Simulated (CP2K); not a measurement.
# One shape, several levels: CH4AlFS (SMILES F[CH]([AlH2])S)

Wanted: a comparison of 3 runs (PM3, PM6, GFN1-xTB) of CH4AlFS. 

Program for the calculation: CP2K 2026.2.

2 further runs of the same task are left out: 2 that didn't finish.

## 1. The structure to begin with

The species is CH4AlFS (8 atoms), meant as a singlet with charge 0. As SMILES, `F[CH]([AlH2])S`. Geometry: a rough force-field guess. This is one conformer, not always the lowest.

Bond lengths: F1–C2 1.449 Å, C2–Al3 1.981 Å, C2–S4 1.745 Å, C2–H5 1.125 Å, Al3–H6 1.598 Å, Al3–H7 1.642 Å, S4–H8 1.410 Å. Angles: F1–C2–Al3 109.9°, F1–C2–S4 109.5°, Al3–C2–S4 108.3°, F1–C2–H5 109.0°, Al3–C2–H5 108.9°, S4–C2–H5 111.3°, C2–Al3–H6 121.6°, C2–Al3–H7 119.7°, C2–S4–H8 93.2°, H6–Al3–H7 118.7°.

## 2. Energy and forces at PM3 (run 1)

qs.inp reads:

```
&GLOBAL
   PROJECT_NAME qs
   RUN_TYPE ENERGY_FORCE
   PRINT_LEVEL MEDIUM
&END GLOBAL
&FORCE_EVAL
   METHOD QS
   &DFT
      CHARGE 0
      MULTIPLICITY 1
      &QS
         METHOD PM3
         EPS_DEFAULT 1.0E-10
         &SE
            &COULOMB
               CUTOFF [angstrom] 50
               RC_RANGE [angstrom] 0
            &END COULOMB
            &EXCHANGE
               CUTOFF [angstrom] 50
               RC_RANGE [angstrom] 0
            &END EXCHANGE
         &END SE
      &END QS
      &POISSON
         PERIODIC NONE
         POISSON_SOLVER ANALYTIC
      &END POISSON
      &SCF
         SCF_GUESS ATOMIC
         EPS_SCF 1.0E-07
         MAX_SCF 30
         &OT ON
            MINIMIZER DIIS
            PRECONDITIONER FULL_SINGLE_INVERSE
         &END OT
         &OUTER_SCF
            EPS_SCF 1.0E-07
            MAX_SCF 10
         &END OUTER_SCF
      &END SCF
      &PRINT
         &MOMENTS
            PERIODIC F
            REFERENCE COM
            MAX_MOMENT 1
         &END MOMENTS
         &MO_CUBES
            NLUMO 5
            NHOMO -1
            WRITE_CUBE F
         &END MO_CUBES
         &HIRSHFELD OFF
         &END HIRSHFELD
      &END PRINT
   &END DFT
   &SUBSYS
      &CELL
         ABC [angstrom] 16 16.2 14.6
         PERIODIC NONE
      &END CELL
      &COORD
         F      0.889300    -1.547900     0.089800
         C     -0.048500    -0.508100    -0.282900
         Al     0.700700     1.269000     0.169000
         S     -1.535300    -0.717700     0.606800
         H     -0.227100    -0.556600    -1.393000
         H     -0.028100     2.246700     1.202400
         H      2.146400     1.725500    -0.461600
         H     -1.805200    -1.967900     0.013700
      &END COORD
      &TOPOLOGY
         &CENTER_COORDINATES
         &END CENTER_COORDINATES
      &END TOPOLOGY
   &END SUBSYS
   &PRINT
      &FORCES ON
      &END FORCES
   &END PRINT
&END FORCE_EVAL
```

Command:

```
OMP_NUM_THREADS=1 cp2k.psmp qs.inp > qs.out
```

The program printed:

```text
CP2K| version string:                                       CP2K version 2026.2
[...]
 GLOBAL| Method name                                                        CP2K
[...]
 GLOBAL| Run type                                                   ENERGY_FORCE
[...]
                             - Atoms:                                          8
[...]
                             - Spherical basis functions:                     20
[...]
 Number of electrons:                                                         24
[...]
     1 OT DIIS     0.80E-01    0.0     0.42893119       -27.6430528052 -2.76E+01
[...]
    19 OT DIIS     0.80E-01    0.0     0.00000008       -31.3491599367 -3.80E-13
  *** SCF run converged in    19 steps ***
  Core-core repulsion energy [eV]:                           1224.88090094905169
  Core Hamiltonian energy [eV]:                             -1380.12075579891030
  Two-electron integral energy [eV]:                        -1395.62833953881000
  Electronic energy [eV]:                                   -2077.93492556831552
  Total energy [eV]:                                         -853.05402461926360
  Atomic reference energy [eV]:                               854.95232573705584
  Heat of formation [kcal/mol]:                                43.77586719454787
[...]
 SE_DIPOLE| Moment [Debye]          0.03302387      -0.84220427       1.67219487
 SE_DIPOLE| Derivative [a.u.]       0.00000000       0.00000000       0.00000000
 *** WARNING in qs_scf_post_se.F:140 :: Printing of MO cube files not ***
 *** implemented for Semi-Empirical method.                           ***
 ENERGY| Total FORCE_EVAL ( QS ) energy [hartree]            -31.349159936742396
[...]
```

It took 0.48 s on 1 thread of Arm Neoverse V2, shared host.

## 3. Energy and gradient at PM6 (run 2)

job.inp reads:

```
&FORCE_EVAL
    METHOD QS
    &DFT
        CHARGE 0
        MULTIPLICITY 1
        &QS
            METHOD PM6
            EPS_DEFAULT 1.0E-10
            &SE
                &COULOMB
                    CUTOFF [angstrom] 50
                    RC_RANGE [angstrom] 0
                &END COULOMB
                &EXCHANGE
                    CUTOFF [angstrom] 50
                    RC_RANGE [angstrom] 0
                &END EXCHANGE
            &END SE
        &END QS
        &POISSON
            PERIODIC NONE
            POISSON_SOLVER ANALYTIC
        &END POISSON
        &SCF
            SCF_GUESS ATOMIC
            EPS_SCF 1.0E-07
            MAX_SCF 80
            ADDED_MOS 2
            &DIAGONALIZATION
                ALGORITHM STANDARD
            &END DIAGONALIZATION
            &MIXING
                METHOD DIRECT_P_MIXING
                ALPHA 0.4
            &END MIXING
        &END SCF
        &PRINT
            &MOMENTS
                PERIODIC F
                REFERENCE COM
                MAX_MOMENT 1
            &END MOMENTS
            &MO ON
                ENERGIES T
                OCCUPATION_NUMBERS T
                NDIGITS 6
                &EACH
                    QS_SCF 0
                &END EACH
                ADD_LAST NUMERIC
            &END MO
            &HIRSHFELD OFF
            &END HIRSHFELD
        &END PRINT
    &END DFT
    &SUBSYS
        &CELL
            ABC [angstrom] 16 16.2 14.6
            PERIODIC NONE
        &END CELL
        &COORD
            F      8.718700     6.412700     7.485100
            C      7.780900     7.452500     7.112400
            Al     8.530100     9.229600     7.564300
            S      6.294100     7.242900     8.002100
            H      7.602300     7.404000     6.002300
            H      7.801300    10.207300     8.597700
            H      9.975800     9.686100     6.933700
            H      6.024200     5.992700     7.409000
        &END COORD
    &END SUBSYS
    &PRINT
        &FORCES ON
        &END FORCES
    &END PRINT
&END FORCE_EVAL

&GLOBAL
    PROJECT job
    RUN_TYPE ENERGY_FORCE
    PRINT_LEVEL MEDIUM
&END GLOBAL
```

Command:

```
OMP_NUM_THREADS=1 cp2k.psmp -i job.inp -o job.out
```

The program printed:

```text
CP2K| version string:                                       CP2K version 2026.2
[...]
 GLOBAL| Method name                                                        CP2K
[...]
 GLOBAL| Run type                                                   ENERGY_FORCE
[...]
                             - Atoms:                                          8
[...]
                             - Spherical basis functions:                     30
[...]
 Number of electrons:                                                         24
[...]
     1 P_Mix/Diag. 0.40E+00    0.0     0.79822910       -27.4922806516 -2.75E+01
[...]
    32 DIIS/Diag.  0.85E-07    0.0     0.00000009       -32.0190567584 -2.84E-14
  *** SCF run converged in    32 steps ***
  Core-core repulsion energy [eV]:                           1277.07063649238648
  Core Hamiltonian energy [eV]:                             -1406.55262586655431
  Two-electron integral energy [eV]:                        -1483.60170960549294
  Electronic energy [eV]:                                   -2148.35348066930055
  Total energy [eV]:                                         -871.28284417691418
  Atomic reference energy [eV]:                               871.74549373705599
  Heat of formation [kcal/mol]:                                10.66895315635748
[...]
 SE_DIPOLE| Moment [Debye]          0.25863986      -1.01262014       1.43309473
 SE_DIPOLE| Derivative [a.u.]       0.00000000       0.00000000       0.00000000
 ENERGY| Total FORCE_EVAL ( QS ) energy [hartree]            -32.019056758371676
[...]
```

Wall time 0.24 s (1 thread of Arm Neoverse V2, shared host).

## 4. The energy at GFN1-xTB (run 3)

molecule.pdb reads:

```
HETATM    1 F    MOL A   1       0.889  -1.548   0.090  1.00  0.00           F
HETATM    2 C    MOL A   1      -0.048  -0.508  -0.283  1.00  0.00           C
HETATM    3 Al   MOL A   1       0.701   1.269   0.169  1.00  0.00          AL
HETATM    4 S    MOL A   1      -1.535  -0.718   0.607  1.00  0.00           S
HETATM    5 H    MOL A   1      -0.227  -0.557  -1.393  1.00  0.00           H
HETATM    6 H    MOL A   1      -0.028   2.247   1.202  1.00  0.00           H
HETATM    7 H    MOL A   1       2.146   1.726  -0.462  1.00  0.00           H
HETATM    8 H    MOL A   1      -1.805  -1.968   0.014  1.00  0.00           H
END
```

molecule.inp reads:

```
&GLOBAL
  PROJECT_NAME molecule
  RUN_TYPE ENERGY
  PRINT_LEVEL MEDIUM
&END GLOBAL

&FORCE_EVAL
  METHOD QS
  &DFT
    &QS
      METHOD XTB
      EPS_DEFAULT 1.0E-10
      &XTB
        GFN_TYPE TBLITE
        &TBLITE
          METHOD GFN1
        &END TBLITE
        CHECK_ATOMIC_CHARGES F
      &END XTB
    &END QS
    &POISSON
      PERIODIC NONE
      POISSON_SOLVER ANALYTIC
    &END POISSON
    &SCF
      SCF_GUESS CORE
      EPS_SCF 1.0E-07
      MAX_SCF 57
      ADDED_MOS 8
      LEVEL_SHIFT 0.1
      &DIAGONALIZATION
        ALGORITHM STANDARD
      &END DIAGONALIZATION
      &MIXING
        METHOD DIRECT_P_MIXING
        ALPHA 0.4
      &END MIXING
      &SMEAR ON
        METHOD FERMI_DIRAC
        ELECTRONIC_TEMPERATURE [K] 300
      &END SMEAR
    &END SCF
    &PRINT
      &MOMENTS
        PERIODIC F
        REFERENCE COM
        MAX_MOMENT 1
      &END MOMENTS
      &MO ON
        ENERGIES T
        OCCUPATION_NUMBERS T
        NDIGITS 6
        &EACH
          QS_SCF 0
        &END EACH
        ADD_LAST NUMERIC
      &END MO
      &HIRSHFELD OFF
      &END HIRSHFELD
    &END PRINT
  &END DFT
  &SUBSYS
    &CELL
      ABC 14 14.2 12.6
      PERIODIC NONE
    &END CELL
    &TOPOLOGY
      COORD_FILE_NAME molecule.pdb
      COORD_FILE_FORMAT PDB
      CONN_FILE_FORMAT OFF
      &CENTER_COORDINATES
      &END CENTER_COORDINATES
    &END TOPOLOGY
  &END SUBSYS
&END FORCE_EVAL
```

Command:

```
OMP_NUM_THREADS=1 cp2k.psmp -i molecule.inp -o molecule.out
```

The program printed:

```text
CP2K| version string:                                       CP2K version 2026.2
[...]
 GLOBAL| Method name                                                        CP2K
[...]
 GLOBAL| Run type                                                         ENERGY
[...]
                             - Atoms:                                          8
[...]
                             - Spherical basis functions:                     34
[...]
 Number of electrons:                                                         24
[...]
  *** SCF run converged in    19 steps ***
[...]
  Fermi energy:                                                -0.26592217331573
[...]
 TB_DIPOLE| Moment [Debye]         -1.59490723       0.70548158      -1.02834418
 TB_DIPOLE| Derivative [a.u.]       0.00000000       0.00000000       0.00000000
[...]
 ENERGY| Total FORCE_EVAL ( QS ) energy [hartree]            -14.358959784207100
[...]
```

It took 0.24 s on 1 thread of Arm Neoverse V2, shared host.

## 5. All runs side by side

| run | level | iteration cap | solver | energy (Eh) | dipole moment (D) | heat of formation (kcal/mol) | largest force (eV/Å) | wall time |
| --- | --- | --- | --- | --- | --- | --- | --- | --- |
| 1 | PM3 | 30 | OT | -31.349160 | 1.87 | 43.8 | 4.997 | 0.48 s |
| 2 | PM6 | 80 | DIAG | -32.019057 | 1.77 | 10.7 | 3.516 | 0.24 s |
| 3 | GFN1-xTB | 57 | DIAG | -14.358960 | 2.02 | – | – | 0.24 s |

## 6. Summary of results

| quantity | value |
| --- | --- |
| run 3: total energy | -14.35896 Eh |
| run 3: dipole moment (from atomic charges alone) | 2.02 D |
| run 3: HOMO energy | -11.35 eV |
| run 3: LUMO energy | -6.34 eV |
| run 3: HOMO–LUMO gap | 5.01 eV |

**Reading.** The dipole moment (its size) runs from 1.77 D (PM6) to 2.02 D (GFN1-xTB). Some of these are taken from atomic charges alone. Force-field and semi-empirical energies have zeros of their own, so their totals don't compare. All runs together took 0.96 s, the longest 0.48 s.
